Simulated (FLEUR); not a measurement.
# Cu3O2 (I4/mmm) in FLEUR: band structure with PBE

Aim: the band structure of Cu3O2 with PBE.

Everything below comes from runs of FLEUR MaX-R8.1 (later development tree). Logs are shortened: lines on timing, memory, paths and dates and some standing lists are left out, and cuts for length are marked.

### Step 1. The structure

The structure is tetragonal, space group I4/mmm (No. 139). Conventional cell: a = 4.046 Å, b = 4.046 Å, c = 7.347 Å, α = 90.00°, β = 90.00°, γ = 90.00°. Cu (site symmetry 4/mmm) is surrounded by 4 O at 2.02 Å. Cu (site symmetry -4m2) is surrounded by 2 O at 1.84 Å. O (site symmetry mmm) is surrounded by 4 Cu at 1.84 to 2.02 Å.

The cell comes from a database or a generator and needn't be the stable form of this composition.

### Step 2. Band structure, PBE

The input, inp.xml:

```xml
<?xml version="1.0" encoding="UTF-8" standalone="no"?>
<fleurInput fleurInputVersion="0.39">
   <comment>
      Cu3O2                                                                                               
   </comment>
   <calculationSetup>
      <cutoffs Kmax="5.38" Gmax="16.7" GmaxXC="16.7" numbands="0"/>
      <scfLoop itmax="60" minDistance="0.00001" maxIterBroyd="15" imix="Anderson" alpha="0.05" precondParam="0.0" spinf="2.0" sdNocoIR="T"/>
      <coreElectrons ctail="T" frcor="F" kcrel="0" coretail_lmax="0"/>
      <xcFunctional name="pbe" relativisticCorrections="F"/>
      <magnetism jspins="1"/>
      <soc l_soc="F" theta="0.0" phi="0.0" spav="F"/>
      <expertModes spex="0" secvar="F"/>
      <geometryOptimization l_f="F" forcealpha="1.0" forcemix="BFGS" epsdisp="0.00001" epsforce="0.00001"/>
      <ldaU l_linMix="F" mixParam="0.05" spinf="1.0"/>
   </calculationSetup>
   <cell>
      <bzIntegration valenceElectrons="69.0" mode="hist" fermiSmearingEnergy="0.00183747">
         <kPointListSelection listName="default-1"/>
         <!-- k-points included here -->
         <xi:include xmlns:xi="http://www.w3.org/2001/XInclude" href="kpts.xml"> </xi:include>
      </bzIntegration>
      <!-- symmetry operations included here -->
      <xi:include xmlns:xi="http://www.w3.org/2001/XInclude" href="sym.xml"> </xi:include>
      <bulkLattice scale="1.0">
         <bravaisMatrix>
[... 35 lines left out ...]
      </species>
   </atomSpecies>
   <atomGroups>
      <atomGroup species="Copper (Cu)">
         <relPos label="                   1">.0000000000 .0000000000 .0000000000</relPos>
         <force calculate="T" relaxXYZ="TTT"/>
      </atomGroup>
      <atomGroup species="Copper (Cu)">
         <relPos label="                   2">-1.000/4.000 1.000/4.000 1.000/2.000</relPos>
         <relPos label="                   3">1.000/4.000 -1.000/4.000 1.000/2.000</relPos>
         <force calculate="T" relaxXYZ="TTT"/>
      </atomGroup>
      <atomGroup species="Oxygen (O)">
         <relPos label="                   4">1.000/2.000 .0000000000 1.000/2.000</relPos>
         <relPos label="                   5">.0000000000 1.000/2.000 1.000/2.000</relPos>
         <force calculate="T" relaxXYZ="TTT"/>
      </atomGroup>
   </atomGroups>
   <output dos="F" band="F" slice="F">
      <checks vchk="F" cdinf="F"/>
      <bandDOS minEnergy="-.5*Htr" maxEnergy="0.5*Htr" sigma="0.015" storeEVData="T"/>
      <vacuumDOS vacdos="F" integ="F" star="F" nstars="0" locx1="0.0" locy1="0.0" locx2="0.0" locy2="0.0" nstm="0" tworkf="0.0"/>
      <unfoldingBand unfoldBand="F" supercellX="1" supercellY="1" supercellZ="1"/>
      <plotting iplot="0" polar="F">
         <plot TwoD="T" vec1="  1.0  0.0  0.0" vec2="  0.0  1.0  0.0" vec3="  0.0  0.0  1.0" zero="  0.0  0.0  0.0" file="plot"/>
      </plotting>
      <chargeDensitySlicing numkpt="0" minEigenval="0.0" maxEigenval="0.0" nnne="0" pallst="F"/>
      <specialOutput eonly="F"/>
      <moessbauerParams electricFieldGradient="T" isomerShift="T" coreHyperfine="T" valenceHyperfine="T"/>
      <magneticCircularDichroism mcd="F" energyLo="-10.0" energyUp="0.0"/>
   </output>
  <!-- We include the file relax.xml here to enable relaxations (see documentation) -->
  <xi:include xmlns:xi="http://www.w3.org/2001/XInclude" href="relax.xml"> <xi:fallback/> </xi:include>
</fleurInput>
```

The input, crystal.txt:

```
Cu3O2
&input cartesian=F /
-2.0229820000  2.0229820000  3.6736170000
2.0229820000  -2.0229820000  3.6736170000
2.0229820000  2.0229820000  -3.6736170000
1.8897261246
1.0 1.0 1.0

5
29 0.0000000000  0.0000000000  0.0000000000
29 0.7500000000  0.2500000000  0.5000000000
29 0.2500000000  0.7500000000  0.5000000000
8 0.5000000000  0.0000000000  0.5000000000
8 0.0000000000  0.5000000000  0.5000000000

&kpt div1=9 div2=9 div3=9 gamma=T /
```

The input, inp.xml (bands):

```
<?xml version="1.0" encoding="UTF-8" standalone="no"?>
<fleurInput fleurInputVersion="0.39">
   <comment>
      Cu3O2                                                                                               
   </comment>
   <calculationSetup>
      <cutoffs Kmax="5.38" Gmax="16.7" GmaxXC="16.7" numbands="0"/>
      <scfLoop itmax="60" minDistance="0.00001" maxIterBroyd="15" imix="Anderson" alpha="0.05" precondParam="0.0" spinf="2.0" sdNocoIR="T"/>
      <coreElectrons ctail="T" frcor="F" kcrel="0" coretail_lmax="0"/>
      <xcFunctional name="pbe" relativisticCorrections="F"/>
      <magnetism jspins="1"/>
      <soc l_soc="F" theta="0.0" phi="0.0" spav="F"/>
      <expertModes spex="0" secvar="F"/>
      <geometryOptimization l_f="F" forcealpha="1.0" forcemix="BFGS" epsdisp="0.00001" epsforce="0.00001"/>
      <ldaU l_linMix="F" mixParam="0.05" spinf="1.0"/>
   </calculationSetup>
   <cell>
      <bzIntegration valenceElectrons="69.0" mode="hist" fermiSmearingEnergy="0.00183747">
         <kPointListSelection listName="path-1"/>
         <!-- k-points included here -->
         <xi:include xmlns:xi="http://www.w3.org/2001/XInclude" href="kpts.xml"> </xi:include>
      </bzIntegration>
      <!-- symmetry operations included here -->
      <xi:include xmlns:xi="http://www.w3.org/2001/XInclude" href="sym.xml"> </xi:include>
      <bulkLattice scale="1.0">
         <bravaisMatrix>
[... 36 lines left out ...]
   </atomSpecies>
   <atomGroups>
      <atomGroup species="Copper (Cu)">
         <relPos label="                   1">.0000000000 .0000000000 .0000000000</relPos>
         <force calculate="T" relaxXYZ="TTT"/>
      </atomGroup>
      <atomGroup species="Copper (Cu)">
         <relPos label="                   2">-1.000/4.000 1.000/4.000 1.000/2.000</relPos>
         <relPos label="                   3">1.000/4.000 -1.000/4.000 1.000/2.000</relPos>
         <force calculate="T" relaxXYZ="TTT"/>
      </atomGroup>
      <atomGroup species="Oxygen (O)">
         <relPos label="                   4">1.000/2.000 .0000000000 1.000/2.000</relPos>
         <relPos label="                   5">.0000000000 1.000/2.000 1.000/2.000</relPos>
         <force calculate="T" relaxXYZ="TTT"/>
      </atomGroup>
   </atomGroups>
   <output dos="F" band="T" slice="F">
      <checks vchk="F" cdinf="F"/>
      <bandDOS minEnergy="-.5*Htr" maxEnergy="0.5*Htr" sigma="0.015" storeEVData="T"/>
      <vacuumDOS vacdos="F" integ="F" star="F" nstars="0" locx1="0.0" locy1="0.0" locx2="0.0" locy2="0.0" nstm="0" tworkf="0.0"/>
      <unfoldingBand unfoldBand="F" supercellX="1" supercellY="1" supercellZ="1"/>
      <plotting iplot="0" polar="F">
         <plot TwoD="T" vec1="  1.0  0.0  0.0" vec2="  0.0  1.0  0.0" vec3="  0.0  0.0  1.0" zero="  0.0  0.0  0.0" file="plot"/>
      </plotting>
      <chargeDensitySlicing numkpt="0" minEigenval="0.0" maxEigenval="0.0" nnne="0" pallst="F"/>
      <specialOutput eonly="F"/>
      <moessbauerParams electricFieldGradient="T" isomerShift="T" coreHyperfine="T" valenceHyperfine="T"/>
      <magneticCircularDichroism mcd="F" energyLo="-10.0" energyUp="0.0"/>
   </output>
  <!-- We include the file relax.xml here to enable relaxations (see documentation) -->
  <xi:include xmlns:xi="http://www.w3.org/2001/XInclude" href="relax.xml"> <xi:fallback/> </xi:include>
</fleurInput>
```

Potentials or basis: all-electron, FLAPW.

Run with:

```console
$ inpgen -f crystal.txt -profile fastHighL
$ # inp.xml edited to the form shown
$ fleur_MPI
$ fleur_MPI   # second run, on inp.xml (bands)
```

Standard output:

```text
Welcome to FLEUR        (www.flapw.de)
      MaX-Release 8.1          (www.max-centre.eu)

 ========== k-point set info ==========
 Selected k-point list: default-1
 k-point list type: mesh
 9 x 9 x 9
 Number of k points: 75

 ------------Calculation Setup---------------------------
 Number of MPI-tasks      :            1
 Number of PE/node        :            1
 Number of OMP-threads    :            1
 Most efficient MPI parallelization for:
           1           3           5          15          25          75
 Additional eigenvalue parallelization possible
 Number of basis functions:         1279
 Approximate size of matrices (H+S) per k-point:         0.024 GB
 --------------------------------------------------------
 Iteration:     1   Distance:      44.00169466 me/bohr^3
 Iteration:     2   Distance:      32.30668344 me/bohr^3
 Iteration:     3   Distance:      13.47316368 me/bohr^3
 Iteration:     4   Distance:      11.27865064 me/bohr^3
 Iteration:     5   Distance:       6.71316325 me/bohr^3
 Iteration:     6   Distance:       4.69323804 me/bohr^3
 Iteration:     7   Distance:       4.67754440 me/bohr^3
 Iteration:     8   Distance:       1.15987966 me/bohr^3
 Iteration:     9   Distance:       1.42886190 me/bohr^3
 Iteration:    10   Distance:       0.26629807 me/bohr^3
 Iteration:    11   Distance:       0.08167623 me/bohr^3
 Iteration:    12   Distance:       0.06024372 me/bohr^3
 Iteration:    13   Distance:       0.01710546 me/bohr^3
 Iteration:    14   Distance:       0.00927000 me/bohr^3
 Iteration:    15   Distance:       0.00735127 me/bohr^3
 Iteration:    16   Distance:       0.00393110 me/bohr^3
 Iteration:    17   Distance:       0.00196810 me/bohr^3
 Iteration:    18   Distance:       0.00106103 me/bohr^3
 Iteration:    19   Distance:       0.00040829 me/bohr^3
 Iteration:    20   Distance:       0.00014509 me/bohr^3
 Iteration:    21   Distance:       0.00012078 me/bohr^3
 Iteration:    22   Distance:       0.00003709 me/bohr^3
 Iteration:    23   Distance:       0.00000474 me/bohr^3

 ********************************************************************
 Run finished successfully
 Stop message:
   all done
 ********************************************************************
```

It took 23 min on 1 thread of Arm Neoverse V2, shared host; peak memory 0.14 GiB.

What came out:

```yaml
Free_energy: -139200.5085 eV
Band_gap_along_the_path: none (metal or under the smearing width)
Valence_electrons_inside_the_program's_atomic_spheres: Cu 16.85, 16.90; O 4.43 (radii Cu 1.82, O 1.39 bohr)
```

Levels at the corners of the path, in eV from the Fermi level:
| point | band 31 | band 32 | band 33 | band 34 | band 35 | band 36 | band 37 | band 38 |
| --- | --- | --- | --- | --- | --- | --- | --- | --- |
| Γ | -1.61 | -1.45 | -0.78 | -0.78 | 0.40 | 0.47 | 5.15 | 5.15 |
| X | -1.47 | -0.46 | -0.45 | -0.22 | 0.51 | 1.27 | 3.59 | 3.62 |
| Y | -1.53 | -1.48 | -0.68 | -0.46 | 0.79 | 2.46 | 3.79 | 3.98 |
| S | -1.75 | -1.51 | -1.15 | -0.30 | -0.22 | 3.01 | 4.06 | 5.76 |
| Γ | -1.61 | -1.45 | -0.78 | -0.78 | 0.40 | 0.47 | 5.15 | 5.15 |
| Z | -1.72 | -1.45 | -1.24 | -0.31 | -0.31 | 3.25 | 4.65 | 6.27 |
| S1 | -1.75 | -1.51 | -1.15 | -0.30 | -0.22 | 3.01 | 4.06 | 5.76 |
| N | -1.47 | -1.28 | -0.90 | -0.57 | -0.20 | 2.83 | 3.21 | 8.08 |
| P | -1.29 | -0.56 | -0.56 | -0.47 | 1.22 | 1.70 | 2.99 | 5.22 |
| Y1 | -1.53 | -1.48 | -0.68 | -0.46 | 0.79 | 2.46 | 3.79 | 3.98 |
| Z | -1.72 | -1.45 | -1.24 | -0.31 | -0.31 | 3.25 | 4.65 | 6.27 |
| X | -1.47 | -0.46 | -0.45 | -0.22 | 0.51 | 1.27 | 3.59 | 3.62 |
| P | -1.29 | -0.56 | -0.56 | -0.47 | 1.22 | 1.70 | 2.99 | 5.22 |

Core levels (eV from the Fermi level):
```csv
atom,levels
1 Cu,"1s1/2 -8846.8, 2s1/2 -1060.1, 2p1/2 -928.4, 2p3/2 -907.9"
2 Cu,"1s1/2 -8846.5, 2s1/2 -1059.8, 2p1/2 -928.1, 2p3/2 -907.6"
3 Cu,"1s1/2 -8846.5, 2s1/2 -1059.8, 2p1/2 -928.1, 2p3/2 -907.6"
4 O,1s1/2 -506.2
5 O,1s1/2 -506.2
```

Caveat: an odd number of electrons without spin polarisation forces a metal; a magnetic or distorted state may lie lower; the run has no spin polarisation, though such a crystal can be magnetic; semilocal functionals often make such compounds metallic where correlation or magnetic order opens a gap, which also shifts bond lengths.
